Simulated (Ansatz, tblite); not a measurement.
**Ge(SiH3)2H2 (Si₂GeH₈): a ladder of methods and basis sets**

How do method and basis change the picture of Ge(SiH3)2H2 (Si₂GeH₈) (singlet)?

The runs use Ansatz 0.2.0, Gaussian basis; as each input shows.

Levels to be run: GFN1-xTB, GFN2-xTB, PBE-D4/def2-TZVP, r2SCAN-D4/def2-TZVP, HF/def2-TZVP, HSE06-D4/def2-TZVP, r2SCAN0-D4/def2-TZVP, ωB97X-V/def2-TZVP, B2PLYP/def2-TZVP, B97M-V/def2-TZVP, BHLYP-D4/def2-TZVP, PBE-D4/def2-SVP, PBE0-D4/def2-SVP, HF/STO-3G, HF/6-31G, B3LYP-D4/6-31G, PBE0-D4/def2-TZVPD, PBE-D4/def2-TZVPD, r2SCAN-D4/def2-TZVPD, CCSD(T)/def2-TZVPP, MP2/def2-TZVP, RPA/def2-TZVP.

## Step 1: The geometry

The singlet was relaxed beforehand with PBE-D4/def2-SVP.

11 atoms, charge 0, spin multiplicity 1.

Bond lengths: Ge1–Si2 2.394 Å, Ge1–Si6 2.394 Å, Ge1–H10 1.555 Å, Ge1–H11 1.555 Å, Si2–H3 1.505 Å, Si2–H4 1.505 Å, Si2–H5 1.505 Å, Si6–H7 1.505 Å, Si6–H8 1.505 Å, Si6–H9 1.505 Å. Angles: Si2–Ge1–Si6 110.4°, Si2–Ge1–H10 109.7°, Si2–Ge1–H11 109.7°, Si6–Ge1–H10 109.7°, Si6–Ge1–H11 109.7°, H10–Ge1–H11 107.5°, Ge1–Si2–H3 109.6°, Ge1–Si2–H4 111.3°, Ge1–Si2–H5 109.7°, H3–Si2–H4 108.8°, H3–Si2–H5 108.6°, H4–Si2–H5 108.8°, Ge1–Si6–H7 109.7°, Ge1–Si6–H8 109.6°, Ge1–Si6–H9 111.3°, H7–Si6–H8 108.6°, H7–Si6–H9 108.8°, H8–Si6–H9 108.8°.

Geometry (Å):

```
Ge   -0.8091    0.0323   -0.5748
Si   -0.8347   -0.0267    1.8183
H    -0.1538   -1.2795    2.3008
H    -2.2429   -0.0038    2.3497
H    -0.0912    1.1640    2.3621
Si    1.4430    0.0024   -1.3862
H     2.1355   -1.2471   -0.9114
H     2.1886    1.1968   -0.8536
H     1.4815    0.0370   -2.8905
H    -1.5303    1.3151   -1.0760
H    -1.5865   -1.1905   -1.1383
```

PBE0-D4/def2-TZVP was run before; its log isn't repeated, and its numbers join the tables.

## Step 2: GFN1-xTB

Tight binding, by tblite at 300 K electronic temperature and without a spin-polarisation term:

```python
tblite.interface.Calculator('GFN1-xTB', numbers, positions, charge=0, uhf=0).singlepoint()
```

Energy -263.3993 eV, HOMO -11.44 eV, LUMO -7.32 eV; 0.006 s.

## Step 3: GFN2-xTB

Tight binding, by tblite at 300 K electronic temperature and without a spin-polarisation term:

```python
tblite.interface.Calculator('GFN2-xTB', numbers, positions, charge=0, uhf=0).singlepoint()
```

Energy -257.3247 eV, HOMO -9.85 eV, LUMO -5.52 eV; 0.004 s.

## Step 4: PBE-D4/def2-TZVP

start.molden holds the orbitals of an earlier run on this state, given as this run's starting guess.

Contents of in.yaml:

```yaml
crystal:
  periodic: [false, false, false]
  atoms:
    - {symbol: Ge, position_ang: [-0.809080, 0.032293, -0.574795]}
    - {symbol: Si, position_ang: [-0.834728, -0.026658, 1.818296]}
    - {symbol: H, position_ang: [-0.153846, -1.279544, 2.300787]}
    - {symbol: H, position_ang: [-2.242904, -0.003806, 2.349673]}
    - {symbol: H, position_ang: [-0.091178, 1.163976, 2.362051]}
    - {symbol: Si, position_ang: [1.442985, 0.002358, -1.386161]}
    - {symbol: H, position_ang: [2.135548, -1.247060, -0.911356]}
    - {symbol: H, position_ang: [2.188566, 1.196789, -0.853642]}
    - {symbol: H, position_ang: [1.481481, 0.037040, -2.890540]}
    - {symbol: H, position_ang: [-1.530334, 1.315116, -1.076047]}
    - {symbol: H, position_ang: [-1.586500, -1.190504, -1.138266]}
basis:
  gaussian: {orbitals: def2-TZVP, initial_orbitals: start.molden}
hamiltonian: {xc: pbe, dispersion: d4}
scf: {omitted_lower_state_checks: [starts]}
output: {orbitals: {seedname: orbitals}}
```

Command:

```console
ansatz run in.yaml --threads 4 --pin off --events-out ev --progress --plain --max-ram 3916MiB
```

Further steps of the session: r2SCAN-D4/def2-TZVP; HF/def2-TZVP; HSE06-D4/def2-TZVP; r2SCAN0-D4/def2-TZVP; ωB97X-V/def2-TZVP; B2PLYP/def2-TZVP; B97M-V/def2-TZVP; BHLYP-D4/def2-TZVP; PBE-D4/def2-SVP; PBE0-D4/def2-SVP; HF/STO-3G; HF/6-31G; B3LYP-D4/6-31G; PBE0-D4/def2-TZVPD; PBE-D4/def2-TZVPD; r2SCAN-D4/def2-TZVPD; CCSD(T)/def2-TZVPP; MP2/def2-TZVP; RPA/def2-TZVP.

**Question.** What will the summary of the whole plan be? Wanted: gap in def2-TZVP, named functionals and Hartree-Fock, smallest and largest; correlation energy, CCSD(T)/def2-TZVPP; correlation energy, MP2/def2-TZVP; binding an atom, CCSD(T)/def2-TZVPP; PBE0 total energy, smallest basis above largest.

As calculated:

```
                                                                  quantity                            value
gap in def2-TZVP, named functionals and Hartree-Fock, smallest and largest  5.92 eV (PBE-D4), 13.19 eV (HF)
                                    correlation energy, CCSD(T)/def2-TZVPP                        -16.43 eV
                                         correlation energy, MP2/def2-TZVP                        -13.57 eV
                                       binding an atom, CCSD(T)/def2-TZVPP                         2.817 eV
                           PBE0 total energy, smallest basis above largest  12.67 eV (def2-SVP, def2-TZVPD)
```

What this shows: Over the named functionals and Hartree-Fock in def2-TZVP the gap runs from 5.92 eV (PBE-D4) to 13.19 eV (HF); exact exchange widens it. A small miss in a minimal or small basis is a cancelling of errors, not accuracy. The functionals in def2-TZVP miss CCSD(T)/def2-TZVPP by -0.009 (PBE-D4) to +0.076 eV (ωB97X-V) an atom. CCSD(T)/def2-TZVPP isn't at the basis-set limit; small misses against it rank nothing.
